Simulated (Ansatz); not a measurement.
# Ga8As8 wurtzite off sphere (Ga8As8H22): a spread of methods and bases

Aim: run Ga8As8 wurtzite off sphere (Ga8As8H22) under a spread of inputs, and see what each costs and gives.

Computed with Ansatz 0.2.0, Gaussian basis. Level: the settings change from run to run.

## 1. The geometry

The structure was relaxed beforehand with PBE-D4/def2-SVP.

38 atoms, charge 0, spin multiplicity 1.

Atoms are counted from 1 here; the program's logs count them from 0.

Bond lengths: Ga1–As2 2.548 Å, Ga1–As3 2.506 Å, Ga1–H17 1.577 Å, Ga1–H18 1.577 Å, As2–Ga5 2.499 Å, As2–H19 1.526 Å, As2–H20 1.526 Å, As3–Ga4 2.473 Å, As3–Ga11 2.465 Å, As3–H21 1.528 Å, Ga4–As6 2.500 Å, Ga4–As7 2.473 Å, Ga4–H22 1.578 Å, Ga5–As6 2.478 Å, Ga5–As12 2.467 Å, Ga5–H23 1.575 Å, As6–Ga9 2.478 Å, As6–H24 1.527 Å and more. Angles: As2–Ga1–As3 94.8°, As2–Ga1–H17 105.9°, As2–Ga1–H18 105.7°, As3–Ga1–H17 109.9°, As3–Ga1–H18 109.7°, H17–Ga1–H18 126.1°, Ga1–As2–Ga5 124.3°, Ga1–As2–H19 110.1°, Ga1–As2–H20 110.1°, Ga5–As2–H19 106.0°, Ga5–As2–H20 106.0°, H19–As2–H20 96.8°, Ga1–As3–Ga4 113.0°, Ga1–As3–Ga11 111.0°, Ga1–As3–H21 106.3°, Ga4–As3–Ga11 116.2°, Ga4–As3–H21 104.7°, Ga11–As3–H21 104.6° and more.

## 2. HF/def2-SVP

This run has density fitting with def2-universal-jkfit.

in.yaml reads:

```yaml
crystal:
  periodic: [false, false, false]
  atoms:
    - {symbol: Ga, position_ang: [0.514353, -4.489842, -1.472237]}
    - {symbol: As, position_ang: [0.520447, -4.208319, 1.060348]}
    - {symbol: As, position_ang: [0.533440, -2.031532, -1.956495]}
    - {symbol: Ga, position_ang: [-1.552661, -0.894483, -1.268628]}
    - {symbol: Ga, position_ang: [0.541854, -2.002000, 2.233383]}
    - {symbol: As, position_ang: [-1.370407, -0.791701, 1.222960]}
    - {symbol: As, position_ang: [-1.493045, 1.481577, -1.953248]}
    - {symbol: Ga, position_ang: [-3.630257, 2.695187, -1.465795]}
    - {symbol: Ga, position_ang: [-1.460178, 1.468176, 2.236575]}
    - {symbol: As, position_ang: [-3.381880, 2.555450, 1.066414]}
    - {symbol: Ga, position_ang: [2.637150, -0.998181, -1.193974]}
    - {symbol: As, position_ang: [2.449373, -0.772721, 1.265089]}
    - {symbol: As, position_ang: [2.387288, 1.379054, -1.945808]}
    - {symbol: Ga, position_ang: [0.455152, 2.784369, -1.190265]}
    - {symbol: Ga, position_ang: [2.732440, 1.574286, 2.137661]}
    - {symbol: As, position_ang: [0.558228, 2.505409, 1.268304]}
    - {symbol: H, position_ang: [-0.894577, -5.097230, -1.834698]}
    - {symbol: H, position_ang: [1.916419, -5.114195, -1.835360]}
    - {symbol: H, position_ang: [-0.626556, -5.002345, 1.678759]}
    - {symbol: H, position_ang: [1.655788, -5.021667, 1.674829]}
    - {symbol: H, position_ang: [0.565228, -1.895095, -3.478326]}
    - {symbol: H, position_ang: [-2.860722, -1.648577, -1.727040]}
    - {symbol: H, position_ang: [0.507303, -2.119215, 3.804082]}
    - {symbol: H, position_ang: [-2.611454, -1.508197, 1.750669]}
    - {symbol: H, position_ang: [-1.360073, 1.442888, -3.475227]}
    - {symbol: H, position_ang: [-4.861748, 1.780368, -1.828985]}
    - {symbol: H, position_ang: [-3.468847, 4.222044, -1.826531]}
    - {symbol: H, position_ang: [-1.577882, 1.494814, 3.807394]}
    - {symbol: H, position_ang: [-4.642783, 1.958364, 1.684583]}
    - {symbol: H, position_ang: [-3.517931, 3.944363, 1.683290]}
    - {symbol: H, position_ang: [3.967467, -1.650593, -1.730800]}
    - {symbol: H, position_ang: [3.668753, -1.541530, 1.769657]}
    - {symbol: H, position_ang: [2.390321, 1.382338, -3.471770]}
    - {symbol: H, position_ang: [3.695616, 2.133525, -1.738006]}
    - {symbol: H, position_ang: [0.555892, 4.263355, -1.725069]}
    - {symbol: H, position_ang: [2.666252, 1.534499, 3.712579]}
    - {symbol: H, position_ang: [3.888655, 2.242191, 1.286711]}
    - {symbol: H, position_ang: [0.503580, 3.945147, 1.774977]}
basis:
  gaussian: {orbitals: def2-SVP, fitting: {mean_field: def2-universal-jkfit}}
hamiltonian: {xc: {name: HF}}
scf: {omitted_lower_state_checks: [starts]}
output: {forces: true}
```

The run is started by

```bash
ansatz run in.yaml --threads 4 --pin off --events-out ev --progress --plain --max-ram 46080MiB --backend cuda --devices 0, --max-vram 37GiB
```

The program printed (excerpt; [...] marks lines left out):

```text
Functional definition: HF
  name "HF"
  cite "Fock, Z. Phys. 61, 126 (1930) doi:10.1007/BF01340294"
  parent pbe
[...]
4652 factors; integrals over basis functions are off by at most 3.6e-1 eV
[...]
mean field -905283.00829141 eV, -33268.5369318473 hartree, gradient 6.6e-5 eV, S^2 0.000000; 0 other end points of the search recorded, 0 dependent functions left out
[...]
reference -905283.00829141 eV, -33268.5369318473 hartree; 267, 267 occupied and 355, 355 virtual orbitals, 4652 factors
Total energy: -905283.00829141 eV, -33268.5369318473 hartree
Atom 0 at     0.514353    -4.489842    -1.472237 Å, force    -0.023209    -0.234072    -0.212135 eV/Å
Atom 1 at     0.520447    -4.208319     1.060348 Å, force     0.006015    -1.068023     0.932568 eV/Å
Atom 2 at     0.533440    -2.031532    -1.956495 Å, force     0.029882    -0.005031    -1.022988 eV/Å
Atom 3 at    -1.552661    -0.894483    -1.268628 Å, force    -0.282579    -0.162884    -0.108549 eV/Å
Atom 4 at     0.541854    -2.002000     2.233383 Å, force    -0.005987    -0.037195     0.281439 eV/Å
Atom 5 at    -1.370407    -0.791701     1.222960 Å, force    -0.808843    -0.467152     0.497341 eV/Å
Atom 6 at    -1.493045     1.481577    -1.953248 Å, force     0.009740     0.029811    -1.022883 eV/Å
Atom 7 at    -3.630257     2.695187    -1.465795 Å, force    -0.214336     0.097456    -0.211845 eV/Å
[...]
Atom 22 at     0.507303    -2.119215     3.804082 Å, force     0.000506    -0.011727    -0.095163 eV/Å
Atom 23 at    -2.611454    -1.508197     1.750669 Å, force     0.427897     0.247098    -0.201537 eV/Å
Atom 24 at    -1.360073     1.442888    -3.475227 Å, force    -0.046001     0.018473     0.526339 eV/Å
Atom 25 at    -4.861748     1.780368    -1.828985 Å, force     0.003057     0.088890    -0.025670 eV/Å
Atom 26 at    -3.468847     4.222044    -1.826531 Å, force    -0.065377    -0.049071    -0.027897 eV/Å
Atom 27 at    -1.577882     1.494814     3.807394 Å, force    -0.009914     0.006418    -0.095171 eV/Å
Atom 28 at    -4.642783     1.958364     1.684583 Å, force     0.459088     0.141619    -0.266717 eV/Å
Atom 29 at    -3.517931     3.944363     1.683290 Å, force     0.108188    -0.461272    -0.267340 eV/Å
Atom 30 at     3.967467    -1.650593    -1.730800 Å, force    -0.083132     0.038355     0.037920 eV/Å
Atom 31 at     3.668753    -1.541530     1.769657 Å, force    -0.412340     0.278826    -0.165238 eV/Å
Atom 32 at     2.390321     1.382338    -3.471770 Å, force    -0.064120    -0.037535     0.536304 eV/Å
Atom 33 at     3.695616     2.133525    -1.738006 Å, force    -0.510100    -0.294245    -0.007476 eV/Å
Atom 34 at     0.555892     4.263355    -1.725069 Å, force    -0.008368    -0.091208     0.037811 eV/Å
Atom 35 at     2.666252     1.534499     3.712579 Å, force     0.074705     0.043182    -0.038064 eV/Å
Atom 36 at     3.888655     2.242191     1.286711 Å, force     0.011538     0.006557     0.101380 eV/Å
Atom 37 at     0.503580     3.945147     1.774977 Å, force     0.034758    -0.496341    -0.166009 eV/Å
Dipole moment:    -0.012074    -0.007020    -0.032272 e Å
Checks for a lower state left out: starts
```

Run time: 8.5 s. Hardware: 1 × H100 (card shared with other runs) with 4 threads of AMD EPYC 7R13, shared host; peak host memory 4.7 GiB.

Largest force 1.427 eV/Å, dipole 0.17 D.

## 3. BHLYP/STO-3G

Options: a grid of angular degree 47, D4 dispersion.

Changes to in.yaml since step 2:

```diff
@@ -42,5 +42,4 @@
 basis:
-  gaussian: {orbitals: def2-SVP, fitting: {mean_field: def2-universal-jkfit}}
-hamiltonian: {xc: {name: HF}}
+  gaussian: {orbitals: STO-3G, final_grid: {core_spheres: 20, valence_spheres: 16, degree: 47}}
+hamiltonian: {xc: {name: BHLYP}, dispersion: d4}
 scf: {omitted_lower_state_checks: [starts]}
-output: {forces: true}
```

Same command.

The program printed (excerpt; [...] marks lines left out):

```text
Functional definition: BHLYP
  name "BHLYP"
  cite "Becke, J. Chem. Phys. 98, 1372 (1993) doi:10.1063/1.464304"
  cite "Becke, Phys. Rev. A 38, 3098 (1988) doi:10.1103/PhysRevA.38.3098"
  cite "Lee, Yang & Parr, Phys. Rev. B 37, 785 (1988) doi:10.1103/PhysRevB.37.785"
[...]
3252 factors; integrals over basis functions are off by at most 6.0e-5 eV
[...]
mean field -895729.05165304 eV, -32917.4355012913 hartree, gradient 2.2e-5 eV, S^2 0.000000; 0 other end points of the search recorded, 0 dependent functions left out
reference -895729.05202556 eV, -32917.4355149814 hartree; 267, 267 occupied and 43, 43 virtual orbitals, 3252 factors
Total energy: -895734.13735605 eV, -32917.6223974300 hartree
Checks for a lower state left out: starts
```

Wall time 6.5 s (1 × H100 (card shared with other runs) with 4 threads of AMD EPYC 7R13, shared host).

## 4. SVWN5/6-31G

Set apart from the defaults: multiplicity 3, density fitting with def2-universal-jkfit.

Changes to in.yaml since step 3:

```diff
@@ -42,4 +42,5 @@
 basis:
-  gaussian: {orbitals: STO-3G, final_grid: {core_spheres: 20, valence_spheres: 16, degree: 47}}
-hamiltonian: {xc: {name: BHLYP}, dispersion: d4}
-scf: {omitted_lower_state_checks: [starts]}
+  gaussian: {orbitals: 6-31G, fitting: {mean_field: def2-universal-jkfit}}
+magnetization: {spin_polarized: true, initial_magnetization: 2}
+hamiltonian: {xc: {name: SVWN5}}
+output: {forces: true}
```

Launched as before.

The program printed (excerpt; [...] marks lines left out):

```text
Functional definition: SVWN5
  name "SVWN5"
  cite "Dirac, Proc. Camb. Phil. Soc. 26, 376 (1930) doi:10.1017/S0305004100016108"
  cite "Slater, Phys. Rev. 81, 385 (1951) doi:10.1103/PhysRev.81.385"
  cite "Vosko, Wilk & Nusair, Can. J. Phys. 58, 1200 (1980) doi:10.1139/p80-159"
[...]
4652 factors; integrals over basis functions are off by at most 7.9e-2 eV
[...]
mean field -904592.98550386 eV, -33243.1790621188 hartree, gradient 5.9e-6 eV, S^2 2.000505; 10 other end points of the search recorded, 0 dependent functions left out
[...]
reference -904592.98563442 eV, -33243.1790669171 hartree; 268, 266 occupied and 240, 242 virtual orbitals, 4652 factors
Total energy: -904592.98563442 eV, -33243.1790669171 hartree
Atom 0 at     0.514353    -4.489842    -1.472237 Å, force    -0.136005    -0.453933     0.247442 eV/Å
[...]
Atom 28 at    -4.642783     1.958364     1.684583 Å, force     0.032761    -0.051625    -0.014291 eV/Å
Atom 29 at    -3.517931     3.944363     1.683290 Å, force    -0.029874     0.149188    -0.005157 eV/Å
Atom 30 at     3.967467    -1.650593    -1.730800 Å, force    -0.152777     0.160478     0.092198 eV/Å
Atom 31 at     3.668753    -1.541530     1.769657 Å, force     0.013275     0.026173     0.050236 eV/Å
Atom 32 at     2.390321     1.382338    -3.471770 Å, force    -0.023545    -0.013596    -0.003073 eV/Å
Atom 33 at     3.695616     2.133525    -1.738006 Å, force     0.320750     0.185075    -0.010083 eV/Å
Atom 34 at     0.555892     4.263355    -1.725069 Å, force     0.062527    -0.212708     0.091865 eV/Å
Atom 35 at     2.666252     1.534499     3.712579 Å, force     0.001585     0.001251    -0.288228 eV/Å
Atom 36 at     3.888655     2.242191     1.286711 Å, force    -0.144099    -0.083275     0.133475 eV/Å
Atom 37 at     0.503580     3.945147     1.774977 Å, force     0.029300    -0.001721     0.050187 eV/Å
Dipole moment:     0.135055     0.077935    -0.090830 e Å
```

Run time: 29 s. Hardware: 1 × H100 (card shared with other runs) with 4 threads of AMD EPYC 7R13, shared host; peak host memory 1.6 GiB.

Largest force 0.570 eV/Å, dipole 0.87 D, ⟨S²⟩ 2.001.

## 5. The runs in one table

| level | charge | multiplicity | geometry | functions | energy (eV) | time |
| --- | --- | --- | --- | --- | --- | --- |
| HF/def2-SVP | 0 | 1 | relaxed | 622 | -905283.008 | 8.5 s |
| BHLYP/STO-3G | 0 | 1 | relaxed | 310 | -895734.137 | 6.5 s |
| SVWN5/6-31G | 0 | 3 | relaxed | 508 | -904592.986 | 29 s |

## 6. What came out

| quantity | value |
| --- | --- |
| runs | 3 |
| quickest | BHLYP/STO-3G, 6.5 s |
| slowest | SVWN5/6-31G, 29 s |
| spread of total energies, same state and geometry | 9548.9 eV |

What this shows: Run time spans a factor of 4, from BHLYP/STO-3G to SVWN5/6-31G. The jobs differ in tasks and options as well as level. Total energies at one charge and spin differ by 9549 eV between levels, so only differences within one level mean anything. At the PBE-D4/def2-SVP geometry and in the same state, runs without warnings or point charges leave forces up to 1.43 eV/Å (HF/def2-SVP).
